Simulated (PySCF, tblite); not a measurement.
# C₄H₁₁PSSi₂: geometry, infrared bands and NMR shifts

Wanted: the infrared bands and NMR shifts of C₄H₁₁PSSi₂ (`CC#C[SiH2]P[SiH2]SC`), by calculation.

Programs: tblite 0.8.0 and PySCF 2.14.0, with density-fitted response routines of our own. Each step states its level of theory. These are calculated values for one molecule in the gas phase, unless marked as measured. Atoms are numbered from 0 throughout.

## 1. Starting geometry

19 atoms, charge 0, multiplicity 1; geometry from: force field or distance geometry start.

Bonds of the start (Å): C0–C1 1.47, C1–C2 1.20, C2–Si3 1.87, Si3–P4 2.20, P4–Si5 2.19, Si5–S6 2.14, S6–C7 1.80, C0–H8 1.09, C0–H9 1.08, C0–H10 1.10, Si3–H11 1.50, Si3–H12 1.47, P4–H13 1.41, Si5–H14 1.49, Si5–H15 1.49, C7–H16 1.10, C7–H17 1.08, C7–H18 1.09.

## 2. Geometry optimisation with GFN2-xTB

The job: settings as JSON, then the geometry in Å.

```
{"job": {"kind": "relax", "xc": "GFN2-xTB", "basis": "xTB"}, "charge": 0, "multiplicity": 1}
C      3.632800     1.667000     0.754300
C      2.840100     0.510300     0.321400
C      2.213600    -0.451800    -0.015900
Si     1.192600    -1.912600    -0.568100
P     -0.782400    -1.220000    -1.242500
Si    -1.501300    -0.739900     0.772400
S     -3.600800    -0.347300     0.638500
C     -3.679100     1.245400    -0.202200
H      4.380900     1.381900     1.498700
H      4.137400     2.121400    -0.091600
H      2.973000     2.427800     1.200500
H      1.015700    -2.899300     0.544600
H      1.840900    -2.613400    -1.685600
H     -1.398100    -2.481200    -1.378200
H     -0.833500     0.487000     1.294300
H     -1.294300    -1.891900     1.693500
H     -4.731000     1.547800    -0.290900
H     -3.151800     2.004900     0.357300
H     -3.264700     1.173200    -1.207100
```

Command:

```console
$ OMP_NUM_THREADS=1 python probes_run.py task.json out
```

This one command runs all jobs of the session in turn.

**Question.** This job is followed by: GFN2-xTB harmonic vibrations, gas phase; GIAO PBE0/pcSseg-1 NMR shielding, non-relativistic, gas phase. Predict these results of the whole session: strongest single infrared mode (GFN2-xTB); zero-point energy (GFN2-xTB); ¹³C shifts against TMS (PBE0/pcSseg-1); ¹H shifts against TMS (PBE0/pcSseg-1, means over atoms taken as alike); ²⁹Si shifts against TMS (PBE0/pcSseg-1); ³¹P shifts against H3PO4 (PBE0/pcSseg-1); ³³S shifts against CS2 (PBE0/pcSseg-1).

As calculated:

| quantity | value |
| --- | --- |
| strongest single infrared mode (GFN2-xTB) | 692 cm⁻¹, 527 km/mol |
| zero-point energy (GFN2-xTB) | 79.9 kcal/mol |
| ¹³C shifts against TMS (PBE0/pcSseg-1) | 118.8, 78.9, 14.3, 6.2 ppm |
| ¹H shifts against TMS (PBE0/pcSseg-1, means over atoms taken as alike) | 5.16, 4.89, 2.23, 2.09, 0.24 ppm |
| ²⁹Si shifts against TMS (PBE0/pcSseg-1) | -20.2, -76.3 ppm |
| ³¹P shifts against H3PO4 (PBE0/pcSseg-1) | -319.7 ppm |
| ³³S shifts against CS2 (PBE0/pcSseg-1) | -207 ppm |

What this shows: Relaxing lowered the energy by 0.205 eV in 94 steps; the close pair that moved most is Si3–P4, from 2.199 to 2.245 Å. The lowest mode is slightly imaginary (17i cm⁻¹), a soft motion within the noise of the Hessian, so the minimum is not strictly shown. The strongest single mode, at 692 cm⁻¹, is carried by H13, H12, H11, H14. Unscaled tight-binding wavenumbers are off by several per cent, some by more. Its intensities can rank the bands wrongly. At PBE0/pcSseg-1: Shielding is most anisotropic at C1 (span 286 ppm, paramagnetic term -207 ppm).
